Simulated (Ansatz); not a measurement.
Crystal: HfIn4SiO6.

```xyz
12
Lattice="2.7159 -4.7036 0.0083 2.7159 4.7036 0.0083 -1.8792 0.0000 7.4013" Properties=species:S:1:pos:R:3 pbc="T T T"
Hf    2.7159   -2.7125    0.0083
In    1.7763   -1.1453    3.7090
In    2.7159    0.4231    0.0083
In    1.7763    2.0313    3.7090
In    1.7763   -4.3098    3.7090
Si    2.7159    3.5589    0.0083
O    -1.1497    0.2444    6.4159
O     4.7022    0.2444    1.0021
O     1.9910   -1.2091    6.4253
O     1.5616   -1.2091    0.9927
O     1.8741    2.2355    0.9933
O     1.6785    2.2355    6.4246
```

The cell was built by a generator and needn't be a form met in nature.

Base run:

- Program: Ansatz 0.2.0
- Functional: PBEsol
- Potentials or basis: Ansatz PAW
- Cutoff: 420 eV
- Density cutoff: 1680 eV
- k mesh: 6 × 6 × 4
- Occupations: fermi-dirac, width 0.05 eV
- Spin: no spin polarisation

Its results: band gap on the k mesh none (metal or under the smearing width); pressure -4.4 GPa; largest force 0.185 eV/Å.

Question: The run is repeated on the same cell with these changes: functional from PBEsol to revPBE. What comes out?

Answer: Band gap on the k mesh none (metal or under the smearing width); pressure 2.3 GPa; largest force 0.112 eV/Å.

revPBE binds less tightly than PBEsol, so the same cell stands under more pressure.

Caveats: the PAW data sets come from PBE, with cores solved anew for the run's functional, which leaves a small shift of forces and pressure; the potentials were made for another functional, which shifts forces and pressure (some runs).

Not every run made on this cell is shown here.
